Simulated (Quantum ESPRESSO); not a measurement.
# Ga6As (P6/mmm) in Quantum ESPRESSO: settings compared

Aim: see how the results for Ga6As move with the level of theory and the settings. Levels: PBEsol+D3(BJ), PBE+D3M. Tasks: real-space fields, band structure.

Program: Quantum ESPRESSO 7.5. These are calculated values, not measurements. Logs are shortened: lines on timing, memory, paths and dates and some standing lists are left out, and cuts for length are marked.

**1. Starting point**

Symmetry: P6/mmm, No. 191, hexagonal system. The conventional cell has a = 4.889 Å, b = 4.889 Å, c = 5.287 Å, α = 90.00°, β = 90.00°, γ = 120.00°. Ga (site symmetry m2m) is surrounded by 3 Ga at 1.63 Å. As (site symmetry 6/mmm) is surrounded by 12 Ga at 3.10 Å.

The cell was built by a generator and needn't be a form met in nature.

**2. Real-space fields, PBEsol+D3(BJ)**

Contents of pw.in:

```
&CONTROL
  calculation = 'scf'
  prefix = 'pwscf'
  outdir = './tmp'
  pseudo_dir = './pseudo'
  tprnfor = .true.
  tstress = .true.
  disk_io = 'low'
/
&SYSTEM
  ibrav = 0
  nat = 7
  ntyp = 2
  ecutwfc = 80
  nbnd = 60
  input_dft = 'pbesol'
  occupations = 'smearing'
  smearing = 'fd'
  degauss = 0.00734986
  vdw_corr = 'grimme-d3'
  dftd3_version = 4
/
&ELECTRONS
  conv_thr = 1.4d-09
  electron_maxstep = 120
  mixing_beta = 0.5
/
ATOMIC_SPECIES
Ga    69.7230 Ga.upf
As    74.9216 As.upf
CELL_PARAMETERS angstrom
   4.8887757000    0.0000000000    0.0000000000
  -2.4443878500    4.2338039500    0.0000000000
   0.0000000000    0.0000000000    5.2866125900
ATOMIC_POSITIONS crystal
Ga     0.3328968300    0.0000000000    0.5000000000
Ga     0.6671031700    0.0000000000    0.5000000000
Ga     0.0000000000    0.3328968300    0.5000000000
Ga     0.0000000000    0.6671031700    0.5000000000
Ga     0.6671031700    0.6671031700    0.5000000000
Ga     0.3328968300    0.3328968300    0.5000000000
As     0.0000000000    0.0000000000    0.0000000000
K_POINTS automatic
6 6 5 0 0 0
```

Contents of pp_density.in:

```
&INPUTPP
  prefix = 'pwscf'
  outdir = './tmp'
  filplot = 'density.dat'
  plot_num = 0
/
&PLOT
  nfile = 1
  filepp(1) = 'density.dat'
  iflag = 3
  output_format = 6
  fileout = 'density.cube'
/
```

Contents of pp_potential.in:

```
&INPUTPP
  prefix = 'pwscf'
  outdir = './tmp'
  filplot = 'potential.dat'
  plot_num = 11
/
&PLOT
  nfile = 1
  filepp(1) = 'potential.dat'
  iflag = 3
  output_format = 6
  fileout = 'potential.cube'
/
```

Contents of pp_elf.in:

```
&INPUTPP
  prefix = 'pwscf'
  outdir = './tmp'
  filplot = 'elf.dat'
  plot_num = 8
/
&PLOT
  nfile = 1
  filepp(1) = 'elf.dat'
  iflag = 3
  output_format = 6
  fileout = 'elf.cube'
/
```

Contents of pp_potential_ks.in:

```
&INPUTPP
  prefix = 'pwscf'
  outdir = './tmp'
  filplot = 'potential_ks.dat'
  plot_num = 1
/
&PLOT
  nfile = 1
  filepp(1) = 'potential_ks.dat'
  iflag = 3
  output_format = 6
  fileout = 'potential_ks.cube'
/
```

Potentials or basis: PseudoDojo 0.4.1 SR LDA standard.

The run is started by

```console
OMP_NUM_THREADS=1 pw.x -in pw.in > pw.out
OMP_NUM_THREADS=1 pp.x -in pp_density.in > pp_density.out
OMP_NUM_THREADS=1 pp.x -in pp_potential.in > pp_potential.out
OMP_NUM_THREADS=1 pp.x -in pp_elf.in > pp_elf.out
OMP_NUM_THREADS=1 pp.x -in pp_potential_ks.in > pp_potential_ks.out
```

pw.out:

```text
This program is part of the open-source Quantum ESPRESSO suite
     for quantum simulation of materials; please cite
         "P. Giannozzi et al., J. Phys.:Condens. Matter 21 395502 (2009);
         "P. Giannozzi et al., J. Phys.:Condens. Matter 29 465901 (2017);
         "P. Giannozzi et al., J. Chem. Phys. 152 154105 (2020);
     in publications or presentations arising from this work. More details at

     IMPORTANT: XC functional enforced from input :
     Exchange-correlation= PBESOL
                           (   1   4  10   8   0   0   0)
     Any further DFT definition will be discarded
     Please, verify this is what you really want

     Message from routine setup:
     using ibrav=0 with symmetry is DISCOURAGED, use correct ibrav instead

     G-vector sticks info
     --------------------
     sticks:   dense  smooth     PW     G-vecs:    dense   smooth      PW
     Sum        1891    1891    517                71475    71475   10627

     Using Slab Decomposition

     bravais-lattice index     =            0
     lattice parameter (alat)  =       9.2384  a.u.
     unit-cell volume          =     738.4225 (a.u.)^3
     number of atoms/cell      =            7
     number of atomic types    =            2
     number of electrons       =        93.00
     number of Kohn-Sham states=           60
     kinetic-energy cutoff     =      80.0000  Ry
     charge density cutoff     =     320.0000  Ry
     scf convergence threshold =      1.4E-09
     mixing beta               =       0.5000
     number of iterations used =            8  plain     mixing
     Exchange-correlation= PBESOL
                           (   1   4  10   8   0   0   0)

     celldm(1)=   9.238447  celldm(2)=   0.000000  celldm(3)=   0.000000
     celldm(4)=   0.000000  celldm(5)=   0.000000  celldm(6)=   0.000000

     crystal axes: (cart. coord. in units of alat)
               a(1) = (   1.000000   0.000000   0.000000 )
               a(2) = (  -0.500000   0.866025   0.000000 )
               a(3) = (   0.000000   0.000000   1.081378 )

     reciprocal axes: (cart. coord. in units 2 pi/alat)
               b(1) = (  1.000000  0.577350 -0.000000 )
               b(2) = (  0.000000  1.154701  0.000000 )
               b(3) = (  0.000000 -0.000000  0.924746 )

     PseudoPot. # 1 for Ga read from file:
     Ga.upf
     Pseudo is Norm-conserving + core correction, Zval = 13.0
     Generated using ONCVPSP code by D. R. Hamann
     Using radial grid of 1858 points,  6 beta functions with:
                l(1) =   0
                l(2) =   0
                l(3) =   1
                l(4) =   1
                l(5) =   2
                l(6) =   2

     PseudoPot. # 2 for As read from file:
     As.upf
     Pseudo is Norm-conserving + core correction, Zval = 15.0
     Generated using ONCVPSP code by D. R. Hamann
     Using radial grid of 1326 points,  6 beta functions with:
                l(1) =   0
                l(2) =   0
                l(3) =   1
                l(4) =   1
                l(5) =   2
                l(6) =   2

     atomic species   valence    mass     pseudopotential
     Ga               13.00    69.72300     Ga( 1.00)
     As               15.00    74.92160     As( 1.00)

     24 Sym. Ops., with inversion, found

   Cartesian axes

     site n.     atom                  positions (alat units)
         1        Ga     tau(   1) = (   0.3328968   0.0000000   0.5406888  )
         2        Ga     tau(   2) = (   0.6671032   0.0000000   0.5406888  )
         3        Ga     tau(   3) = (  -0.1664484   0.2882971   0.5406888  )
         4        Ga     tau(   4) = (  -0.3335516   0.5777283   0.5406888  )
         5        Ga     tau(   5) = (   0.3335516   0.5777283   0.5406888  )
         6        Ga     tau(   6) = (   0.1664484   0.2882971   0.5406888  )
         7        As     tau(   7) = (   0.0000000   0.0000000   0.0000000  )

     --------------------------------------------
     DFT-D3 Dispersion Correction (3-body terms):
     --------------------------------------------
       Reference C6 values for interpolation:

         atom   Coordination number   C6
         Ga         0.000           967.50
         Ga         0.960           843.30
         Ga         1.931           515.75
         Ga         2.923           344.63
         As         0.000           525.90
         As         0.989           508.38
         As         1.979           482.50
         As         2.971           448.57

       Values used:

         atom   Coordination number  R0_AB[au]  C6      C8
         Ga         8.846            3.740    344.63  38742.74
         Ga         8.846            3.740    344.63  38742.74
         Ga         8.846            3.740    344.63  38742.74
         Ga         8.846            3.740    344.63  38742.74
         Ga         8.846            3.740    344.63  38742.74
         Ga         8.846            3.740    344.63  38742.74
         As         5.030            3.461    448.57  34550.01

         Molecular C6 ( Ry / a.u.^6 ) =     17571.70

     number of k points=    21  Fermi-Dirac smearing, width (Ry)=  0.0073
                       cart. coord. in units 2pi/alat
        k(    1) = (   0.0000000   0.0000000   0.0000000), wk =   0.0111111
        k(    2) = (   0.0000000   0.0000000   0.1849493), wk =   0.0222222
        k(    3) = (   0.0000000   0.0000000   0.3698985), wk =   0.0222222
        k(    4) = (   0.0000000   0.1924501   0.0000000), wk =   0.0666667
        k(    5) = (   0.0000000   0.1924501   0.1849493), wk =   0.1333333
        k(    6) = (   0.0000000   0.1924501   0.3698985), wk =   0.1333333
[... 13 lines left out ...]
        k(   20) = (   0.3333333   0.5773503   0.1849493), wk =   0.0444444
        k(   21) = (   0.3333333   0.5773503   0.3698985), wk =   0.0444444

     Dense  grid:    71475 G-vectors     FFT dimensions: (  54,  54,  60)

     Initial potential from superposition of free atoms

     starting charge      92.9874, renormalised to      93.0000
     Starting wfcs are   63 randomized atomic wfcs

     Self-consistent Calculation

     iteration #  1     ecut=    80.00 Ry     beta= 0.50
     Davidson diagonalization with overlap
     ethr =  1.00E-02,  avg # of iterations =  8.4

     total energy              =   -1124.30921806 Ry
     estimated scf accuracy    <       1.18790694 Ry

     iteration #  2     ecut=    80.00 Ry     beta= 0.50
     Davidson diagonalization with overlap
     ethr =  1.28E-03,  avg # of iterations =  4.9
[... 64 lines left out ...]
     total energy              =   -1124.83459195 Ry
     estimated scf accuracy    <          1.4E-09 Ry

     iteration # 12     ecut=    80.00 Ry     beta= 0.50
     Davidson diagonalization with overlap
     ethr =  1.52E-12,  avg # of iterations =  2.0

     End of self-consistent calculation

          k = 0.0000 0.0000 0.0000 (  8975 PWs)   bands (ev):

   -22.8819 -22.8371 -22.8371 -22.7228 -22.7228  -9.8717  -9.8714  -8.0595
    -7.6877  -7.6877  -7.6668  -7.6668  -7.3296  -7.3196  -7.1762  -7.1762
    -6.6276  -6.6276  -6.2665  -6.2665  -5.5638  -5.5638  -5.5306  -5.5306
    -4.2595  -4.2595  -4.2481  -4.2481  -4.0000  -4.0000  -3.4946  -3.4447
    -3.4363  -2.6010  -2.5952  -1.6527   3.5542   6.3328   6.3328   6.4355
     6.6502   6.6502   6.7444   6.9019  13.5841  13.5841  14.1655  15.1275
    15.1275  15.8872  15.8872  16.8500  19.6105  20.6100  20.6100  21.1866
    21.1866  22.1823  22.4454  24.6018
[... 80 lines left out ...]
   -22.8818 -22.8371 -22.8371 -22.7228 -22.7228  -9.4671  -9.4251  -8.4342
    -8.3143  -8.0505  -7.8286  -7.6978  -7.4465  -7.2220  -7.1431  -7.1269
    -6.7867  -6.5403  -6.2667  -6.1927  -5.4086  -5.1045  -4.8691  -4.8596
    -4.5442  -4.3660  -4.2842  -4.1880  -3.9892  -3.8522  -3.5750  -3.5547
    -3.5505  -3.1755  -3.1408  -0.7271   1.8176   2.9029   4.4948   5.1391
     8.7033  10.2517  10.5108  11.1148  11.1946  12.5506  13.6935  14.4959
    15.8618  16.1694  16.2791  16.4695  19.1902  19.3153  20.9663  21.5556
    22.5196  23.4369  23.7408  24.1026

          k = 0.0000-0.5774 0.0000 (  8912 PWs)   bands (ev):

   -22.8818 -22.8371 -22.8371 -22.7228 -22.7228  -9.1831  -8.9211  -8.9098
    -8.7613  -8.0420  -8.0184  -7.5497  -7.5336  -7.1513  -7.0270  -6.9559
    -6.9554  -6.4437  -6.4198  -6.3924  -4.9327  -4.9090  -4.7371  -4.5645
    -4.5426  -4.4527  -4.4291  -4.4011  -3.7135  -3.7078  -3.7021  -3.6053
    -3.5194  -3.5171  -3.5022  -0.2019   0.3933   3.5205   4.8939   5.0800
     8.2031   9.8428  11.6458  12.3370  12.8855  13.0898  13.3980  13.7967
    13.8326  14.3193  14.3532  18.0537  19.1349  20.9327  21.6398  22.0250
    22.1731  23.5229  24.3566  24.4249

          k = 0.0000-0.5774 0.1849 (  8922 PWs)   bands (ev):

   -22.8818 -22.8371 -22.8371 -22.7228 -22.7228  -9.1830  -8.9211  -8.9098
    -8.7613  -8.0420  -8.0184  -7.5497  -7.5336  -7.1513  -7.0271  -6.9561
    -6.9555  -6.4444  -6.4198  -6.3925  -4.9326  -4.9088  -4.7374  -4.5662
    -4.5429  -4.4527  -4.4291  -4.4010  -3.7135  -3.7078  -3.7021  -3.6053
    -3.5187  -3.5170  -3.5019  -0.0887   0.4135   3.3775   4.6091   4.9326
     9.1801   9.2391  11.6832  12.4632  12.8643  12.9027  13.3970  13.9507
    14.0030  14.3590  14.9801  17.8500  19.1298  20.4218  21.5861  21.6550
    21.7150  23.3968  23.9933  24.6435

          k = 0.0000-0.5774 0.3699 (  8952 PWs)   bands (ev):

   -22.8818 -22.8371 -22.8371 -22.7228 -22.7228  -9.1830  -8.9210  -8.9098
    -8.7613  -8.0420  -8.0184  -7.5497  -7.5336  -7.1513  -7.0272  -6.9566
    -6.9557  -6.4455  -6.4199  -6.3927  -4.9325  -4.9084  -4.7378  -4.5689
    -4.5434  -4.4527  -4.4291  -4.4009  -3.7135  -3.7078  -3.7021  -3.6053
    -3.5175  -3.5169  -3.5015   0.1309   0.4468   2.9800   4.2531   4.9982
     8.6508  10.8099  11.0006  12.8671  12.9311  13.1606  13.2493  13.8678
    14.2321  14.5954  15.9336  16.2260  20.1650  21.0044  21.0541  21.7019
    21.7049  21.8054  22.4664  23.6448

          k = 0.1667 0.2887 0.0000 (  8933 PWs)   bands (ev):
[... 89 lines left out ...]
   -22.8818 -22.8371 -22.8371 -22.7228 -22.7228  -8.8735  -8.8514  -8.8514
    -8.5525  -8.5216  -8.5216  -7.3411  -7.3411  -7.3217  -6.9508  -6.9264
    -6.9264  -6.4855  -6.4855  -6.4813  -4.6644  -4.6425  -4.6425  -4.5944
    -4.5748  -4.5748  -4.2154  -4.2154  -4.1786  -3.6998  -3.6998  -3.6857
    -3.5827  -3.5827  -3.5655   0.6574   1.1196   1.1196   3.0811   9.2833
     9.2833   9.7575   9.8351   9.8351  11.6258  14.2739  14.6069  14.6069
    15.3509  15.3509  15.4318  18.4302  18.4302  19.2115  20.9300  20.9300
    22.0019  22.8911  22.8912  23.6325

     the Fermi energy is    13.6400 ev

!    total energy              =   -1124.83459195 Ry
     estimated scf accuracy    <          2.2E-11 Ry
     smearing contrib. (-TS)   =      -0.00889891 Ry
     internal energy E=F+TS    =   -1124.82569304 Ry

     The total energy is F=E-TS. E is the sum of the following terms:
     one-electron contribution =    -878.69681464 Ry
     hartree contribution      =     523.33519681 Ry
     xc contribution           =    -299.08237378 Ry
     ewald contribution        =    -470.20033110 Ry
     DFT-D3 Dispersion         =      -0.18137032 Ry

     convergence has been achieved in  12 iterations

     Forces acting on atoms (cartesian axes, Ry/au):

     atom    1 type  1   force =     0.02370992   -0.00000000    0.00000000
     atom    2 type  1   force =    -0.02370992    0.00000000    0.00000000
     atom    3 type  1   force =    -0.01185496    0.02053339    0.00000000
     atom    4 type  1   force =     0.01185496   -0.02053339    0.00000000
     atom    5 type  1   force =    -0.01185496   -0.02053339   -0.00000000
     atom    6 type  1   force =     0.01185496    0.02053339   -0.00000000
     atom    7 type  2   force =     0.00000000    0.00000000    0.00000000

     Total force =     0.058077     Total SCF correction =     0.000042

     Computing stress (Cartesian axis) and pressure

          total   stress  (Ry/bohr**3)                   (kbar)     P=     2306.08
   0.02381755  -0.00000000   0.00000000         3503.68       -0.00        0.00
   0.00000000   0.02381755   0.00000000            0.00     3503.68        0.00
   0.00000000   0.00000000  -0.00060591            0.00        0.00      -89.13

=------------------------------------------------------------------------------=
   JOB DONE.
=------------------------------------------------------------------------------=
```

It took 2.5 min on 1 thread of AMD EPYC 7R13 (Zen 3), shared host; peak memory 0.3 GiB.

Results:

- Free energy: -15304.1543 eV
- Pressure: 230.6 GPa
- Largest force: 0.610 eV/Å
- Band gap on the k mesh: none (metal or under the smearing width)

Forces on the atoms (eV/Å):
```
Ga   0.610  0.000  0.000
Ga  -0.610  0.000  0.000
Ga  -0.305  0.528  0.000
Ga   0.305 -0.528  0.000
Ga  -0.305 -0.528  0.000
Ga   0.305  0.528  0.000
As   0.000  0.000  0.000
```

Levels at points of the mesh, in eV from the Fermi level:
```tsv
k point	band 43	band 44	band 45	band 46	band 47	band 48	band 49	band 50	band 51	band 52
(0.00, 0.00, 0.00)	-6.90	-6.74	-0.06	-0.06	0.53	1.49	1.49	2.25	2.25	3.21
(0.00, -0.50, 0.00)	-1.99	-1.30	-0.75	-0.55	-0.24	0.16	0.19	0.68	0.71	4.41
```

Caveat: the potentials were made for another functional, which shifts forces and pressure; a pressure of tens of GPa on the cell as given is suspect, and the run, the potentials or the cell itself is likely at fault; pairwise dispersion overbinds metals, which lowers pressure and volume.

(Continued in part 2 of 2.)
